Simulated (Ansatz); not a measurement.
# C₂H₇GaS: small, medium and large basis sets

An exercise on one series of results from a longer session: the logs are not shown, and one member is left open.

The runs use Ansatz 0.2.0, Gaussian basis; one geometry, several basis sets.

Levels to be run: PBE0-D4/def2-SVP; ωB97M-V/def2-SVP; PBE0-D4/def2-QZVPP; ωB97M-V/def2-QZVPP; the functionals' def2-TZVPP values are taken from earlier runs.

### The relaxed structure

The geometry comes from an earlier relaxation with PBE0-D4 in a triple-zeta def2 set; it is a stationary point, not always the lowest conformer.

SMILES `CC[S][GaH2]`, 11 atoms, charge 0, spin multiplicity 1.

Atoms are counted from 1 here; the program's logs count them from 0.

Bond lengths: C1–C2 1.513 Å, C1–H5 1.092 Å, C1–H6 1.094 Å, C1–H7 1.092 Å, C2–S3 1.827 Å, C2–H8 1.092 Å, C2–H9 1.091 Å, S3–Ga4 2.185 Å, Ga4–H10 1.560 Å, Ga4–H11 1.566 Å. Angles: C2–C1–H5 110.9°, C2–C1–H6 110.4°, C2–C1–H7 111.1°, H5–C1–H6 108.0°, H5–C1–H7 107.9°, H6–C1–H7 108.4°, C1–C2–S3 113.0°, C1–C2–H8 110.8°, C1–C2–H9 111.2°, S3–C2–H8 105.1°, S3–C2–H9 109.1°, H8–C2–H9 107.3°, C2–S3–Ga4 102.4°, S3–Ga4–H10 116.9°, S3–Ga4–H11 116.7°, H10–Ga4–H11 126.4°.

Coordinates:

```xyz
11
charge 0, multiplicity 1
C    -0.7469    1.2275    0.5304
C    -0.1277   -0.0616    1.0257
S     1.5318   -0.3726    0.3267
Ga    1.0638   -1.3164   -1.5880
H    -0.9347    1.1825   -0.5449
H    -1.7009    1.4111    1.0335
H    -0.0887    2.0773    0.7207
H     0.0208   -0.0305    2.1072
H    -0.7713   -0.9158    0.8111
H     2.2692   -1.6879   -2.5052
H    -0.4501   -1.5705   -1.8965
```

Set-up of the first run:

in.yaml

```yaml
crystal:
  periodic: [false, false, false]
  atoms:
    - {symbol: C, position_ang: [-0.746928, 1.227464, 0.530372]}
    - {symbol: C, position_ang: [-0.127665, -0.061602, 1.025744]}
    - {symbol: S, position_ang: [1.531827, -0.372576, 0.326670]}
    - {symbol: Ga, position_ang: [1.063757, -1.316403, -1.588037]}
    - {symbol: H, position_ang: [-0.934707, 1.182518, -0.544892]}
    - {symbol: H, position_ang: [-1.700887, 1.411098, 1.033526]}
    - {symbol: H, position_ang: [-0.088717, 2.077324, 0.720710]}
    - {symbol: H, position_ang: [0.020800, -0.030494, 2.107170]}
    - {symbol: H, position_ang: [-0.771294, -0.915805, 0.811056]}
    - {symbol: H, position_ang: [2.269237, -1.687918, -2.505153]}
    - {symbol: H, position_ang: [-0.450123, -1.570505, -1.896466]}
basis:
  gaussian: {orbitals: def2-SVP}
hamiltonian: {xc: pbe0, dispersion: d4}
output: {orbitals: {seedname: orbitals}}
```

Launch:

```bash
$ ansatz run in.yaml --threads 4 --pin off --events-out ev --progress --plain --max-ram 10444MiB
```

Among the steps run: PBE0-D4 in def2-SVP; ωB97M-V in def2-SVP; PBE0-D4 in def2-QZVPP; ωB97M-V in def2-QZVPP.

One of the session's tables, all rows but one given; the rest of the session is left out.

It belongs to the step «Functionals by basis». 

| functional | basis | HOMO (eV) | LUMO (eV) |
| --- | --- | --- | --- |
| PBE0-D4 | def2-SVP | -7.07 | -1.30 |
| PBE0-D4 | def2-TZVPP | -7.11 | -1.37 |
| PBE0-D4 | def2-QZVPP | -7.12 | -1.42 |
| ωB97M-V | def2-SVP | -9.18 | 0.44 |
| ωB97M-V | def2-TZVPP | -9.27 | 0.31 |
| ωB97M-V | def2-QZVPP | ? | ? |

**Question.** Estimate the row for ωB97M-V, def2-QZVPP.

**Answer.** HOMO (eV): -9.28; LUMO (eV): 0.14. In the column «HOMO (eV)» it is the lowest.
